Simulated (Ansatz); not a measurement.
# Ga4Ge: the cost of one run

Method: reference: DFT r2SCAN, plane waves, PAW, scalar-relativistic, no spin polarisation, in Ansatz 0.2.0.

## (1) Starting point

Symmetry: I-43m, No. 217, cubic system. The conventional cell has a = 6.204 Å, b = 6.204 Å, c = 6.204 Å, α = 90.00°, β = 90.00°, γ = 90.00°. Ga (site symmetry 3m) has 1 Ge at 1.88 Å as nearest neighbours. Ge (site symmetry -43m) has 4 Ga at 1.88 Å as nearest neighbours.

Structure file:

```
CELL_PARAMETERS angstrom
-3.10188 3.10188 3.10188
3.10188 -3.10188 3.10188
3.10188 3.10188 -3.10188
ATOMIC_POSITIONS crystal
Ga 0.34960 0.34960 0.34960
Ga 0.65040 0.00000 0.00000
Ga 0.00000 0.00000 0.65040
Ga 0.00000 0.65040 0.00000
Ge 0.00000 0.00000 0.00000
```

## (2) The reference run

Contents of input.yaml:

```yaml
crystal:
  lattice:
    - [-3.101881, 3.101881, 3.101881]
    - [3.101881, -3.101881, 3.101881]
    - [3.101881, 3.101881, -3.101881]
  atoms:
    - { symbol: Ga, position: [0.3496, 0.3496, 0.3496] }
    - { symbol: Ga, position: [0.6504, 0.0, 0.0] }
    - { symbol: Ga, position: [0.0, 0.0, 0.6504] }
    - { symbol: Ga, position: [0.0, 0.6504, 0.0] }
    - { symbol: Ge, position: [0.0, 0.0, 0.0] }
  symmetry: { tolerance: 0.0003 }
kpoints:
  mp_grid: { grid: [4, 4, 4], shift: [0, 0, 0] }
magnetization:
  spin_polarized: false
scf:
  occupations: { method: fermi_dirac }
hamiltonian:
  pseudopotentials: { kind: paw }
  xc: r2scan
basis:
  ecutwfc: 500
output:
  forces: true
  stress: true
  eigenvalues: true
  write_density: true
  write_potential: true
  elf: true
  volumetric_format: npy
```

Started as:

```bash
$ ansatz run input.yaml --threads 1 --pin off --max-ram 2560MiB --backend cpu --events-out ev --progress --plain --runs-dir out
```

Q: Estimate wall time and peak memory on 1 thread of an x86-64 CPU, shared host.

About 5.3 s, with a peak of 0.66 GiB.
